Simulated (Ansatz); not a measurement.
# NbTe: single point with PBE

NbTe:

```xyz
2
Lattice="3.7030 0.0000 0.0000 -1.8515 3.2069 0.0000 0.0000 0.0000 3.6942" Properties=species:S:1:pos:R:3 pbc="T T T"
Te    1.8537    1.0567   -0.0208
Nb    0.0075   -0.0087    1.8724
```

The cell comes from a database or a generator and needn't be the stable form of this composition.

The cell isn't the ideal one: atoms moved at random, drawn with an rms of 0.05 Å.

* Program: Ansatz 0.2.0
* Task: single point
* Functional: PBE
* Potentials or basis: Ansatz PAW
* Cutoff: 420 eV (not typed: the program's choice for these potentials)
* k mesh: 8 × 8 × 7
* Occupations: fermi-dirac, width 0.05 eV
* Spin: no spin polarisation

The pressure is -0.5 GPa. The largest force is 0.449 eV/Å. The band gap on the k mesh is none (metal or under the smearing width).

Forces on the atoms (eV/Å):
```
Te   0.051  0.034  0.445
Nb  -0.051 -0.034 -0.445
```

Stress tensor (GPa, compression positive):
```
-0.61  0.12  0.03
 0.12 -0.77  0.02
 0.03  0.02 -0.04
```

Levels at points of the mesh, in eV from the Fermi level:
| k point | band 10 | band 11 | band 12 | band 13 | band 14 | band 15 | band 16 | band 17 | band 18 | band 19 |
| --- | --- | --- | --- | --- | --- | --- | --- | --- | --- | --- |
| (0.00, 0.00, 0.00) | -14.26 | -3.17 | -3.16 | -3.05 | -2.30 | 0.12 | 0.13 | 2.42 | 2.46 | 2.85 |
| (0.00, -0.50, 0.00) | -12.60 | -7.19 | -3.83 | -2.65 | -2.61 | -0.19 | 1.22 | 1.49 | 2.96 | 3.86 |
| (-0.50, 0.00, 0.00) | -12.60 | -7.20 | -3.85 | -2.63 | -2.62 | -0.18 | 1.22 | 1.48 | 3.00 | 3.86 |
| (-0.50, -0.50, 0.00) | -12.60 | -7.19 | -3.83 | -2.65 | -2.60 | -0.19 | 1.22 | 1.48 | 2.96 | 3.86 |

Wall time 9.7 s on 2 threads of Arm Neoverse V2 (shared host), peak memory 0.47 GiB.

Spin-orbit coupling is left out, which matters for the levels of Te.
